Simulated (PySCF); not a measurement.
# CH6N2Si2: the cost of one run

Programs: PySCF 2.14.0, with density-fitted response routines of our own. Each step states its level of theory. These are calculated values for one molecule in the gas phase, unless marked as measured. Atoms are numbered from 0 throughout.

### Step 1. Starting geometry

11 atoms, charge 0, multiplicity 1; geometry from: GFN2-xTB. The atoms were then displaced at random by about 0.01 Å, so the start is not that level's minimum.

Bonds of the start (Å): N0–C1 1.17, C1–Si2 1.88, Si2–N3 1.69, N3–Si4 1.77, Si2–H5 1.48, Si2–H6 1.47, N3–H7 1.00, Si4–H8 1.43, Si4–H9 1.47, Si4–H10 1.48.

### Step 2. Geometry optimisation at PBE0-D3(BJ)/def2-SVP

The job: settings as JSON, then the geometry in Å.

```
{"job": {"xc": "PBE0", "basis": "def2-SVP", "d3": "d3bj", "grid": 1, "shake": 0.01, "kind": "geom"}, "charge": 0, "multiplicity": 1}
N      3.628330    -0.495230    -0.548160
C      2.600800    -0.257500    -0.042810
Si     0.953150     0.113560     0.781190
N     -0.157850    -0.130650    -0.463010
Si    -1.920540     0.046130    -0.405290
H      1.029320     1.506230     1.263470
H      0.788530    -0.848920     1.873950
H      0.199810    -0.237560    -1.393560
H     -2.463000    -0.835860    -1.396010
H     -2.302540     1.440390    -0.654950
H     -2.317900    -0.326410     0.969530
```

Launch:

```sh
> OMP_NUM_THREADS=1 python probes_run.py task.json out
```

One launch serves the whole session: the jobs run in the order shown.

**Question.** How long does this first job take on 1 thread of Arm Neoverse V1, shared host, and how much memory does it need?

About 99 s, with a peak of 0.45 GiB.
